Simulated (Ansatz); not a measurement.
# C3H6SSi: a ladder of functionals and wavefunction methods

Aim: compute C3H6SSi with functionals from several rungs and with coupled cluster. The yardstick is the atomisation energy at the CCSD(T) limit.

Computed with Ansatz 0.2.0, Gaussian basis. Level: functionals in def2-TZVPP, the program's frozen cores in correlated methods.

Levels to be run: PBE-D4, r2SCAN-D4, PBE0-D4, B3LYP-D4, ωB97X-V, ωB97M-V, B2PLYP; CCSD(T)/def2-TZVPP; MP2/def2-QZVPP; extrapolation to the limit.

**1. The geometry**

An earlier PBE0-D4 in a triple-zeta def2 set relaxation fixed the geometry.

11 atoms, charge 0, spin multiplicity 1.

Atoms are counted from 1 here; the program's logs count them from 0.

Bond lengths: C1–C2 1.339 Å, C1–H6 1.084 Å, C1–H7 1.087 Å, C2–Si3 1.876 Å, C2–C4 1.463 Å, Si3–H8 1.487 Å, Si3–H9 1.484 Å, Si3–H10 1.486 Å, C4–S5 1.617 Å, C4–H11 1.094 Å. Angles: C2–C1–H6 121.8°, C2–C1–H7 120.6°, H6–C1–H7 117.6°, C1–C2–Si3 120.8°, C1–C2–C4 121.0°, Si3–C2–C4 118.2°, C2–Si3–H8 109.7°, C2–Si3–H9 108.7°, C2–Si3–H10 110.4°, H8–Si3–H9 110.1°, H8–Si3–H10 108.0°, H9–Si3–H10 109.9°, C2–C4–S5 127.0°, C2–C4–H11 114.8°, S5–C4–H11 118.2°.

**2. PBE-D4 (GGA)**

Input file in.yaml:

```yaml
crystal:
  periodic: [false, false, false]
  atoms:
    - {symbol: C, position_ang: [-0.987692, 1.162109, 0.298958]}
    - {symbol: C, position_ang: [-0.216095, 0.160652, -0.141728]}
    - {symbol: Si, position_ang: [1.083103, -0.611041, 0.970449]}
    - {symbol: C, position_ang: [-0.397184, -0.395772, -1.482536]}
    - {symbol: S, position_ang: [-0.994714, 0.363833, -2.778628]}
    - {symbol: H, position_ang: [-0.866804, 1.581968, 1.291408]}
    - {symbol: H, position_ang: [-1.772020, 1.575097, -0.330259]}
    - {symbol: H, position_ang: [0.791559, -2.058166, 1.152402]}
    - {symbol: H, position_ang: [1.060716, 0.082646, 2.282614]}
    - {symbol: H, position_ang: [2.430940, -0.486517, 0.356446]}
    - {symbol: H, position_ang: [-0.066410, -1.431810, -1.598524]}
basis:
  gaussian: {orbitals: def2-TZVPP}
hamiltonian: {xc: pbe, dispersion: d4}
output: {forces: true, orbitals: {seedname: orbitals}}
```

Command:

```sh
ansatz run in.yaml --threads 4 --pin off --events-out ev --progress --plain --max-ram 10444MiB
```

The runs that follow: r2SCAN-D4 (meta-GGA); PBE0-D4 (hybrid); B3LYP-D4 (hybrid); ωB97X-V (range-separated); ωB97M-V (range-separated); B2PLYP (double hybrid); CCSD(T) in def2-TZVPP; MP2 in def2-QZVPP.

Q: Predict the results of all the runs planned. Wanted: atomisation energy, CCSD(T)/CBS; farthest; mean size of error, hybrid; mean size of error, range-separated; gap, smallest and largest; T1 diagnostic; triples share of the correlation energy.

The runs gave:

| quantity | value |
| --- | --- |
| atomisation energy, CCSD(T)/CBS | 42.648 eV |
| functionals within 0.213 eV (0.5 %) | r2SCAN-D4, B3LYP-D4, ωB97X-V, ωB97M-V |
| farthest | PBE-D4 (+0.989 eV) |
| mean size of error, hybrid | 0.155 eV |
| mean size of error, range-separated | 0.121 eV |
| gap, smallest and largest | 1.65 eV (PBE-D4), 8.26 eV (ωB97X-V) |
| T1 diagnostic | 0.0164 |
| triples share of the correlation energy | 4.8 % |

PBE-D4 misses by +0.989 eV. Double hybrids carry the basis error of their MP2 part in triple zeta, and no dispersion term here, so their miss is partly the set-up's. Misses under about 0.213 eV are within the doubt on the reference itself, which lacks core-valence correlation, relativity and higher excitations. Hartree-Fock recovers 73 % of the binding; the rest is correlation. Orbital gaps span 1.7 to 8.3 eV; exact exchange widens them. The restricted reference is unstable towards a spin-broken one.
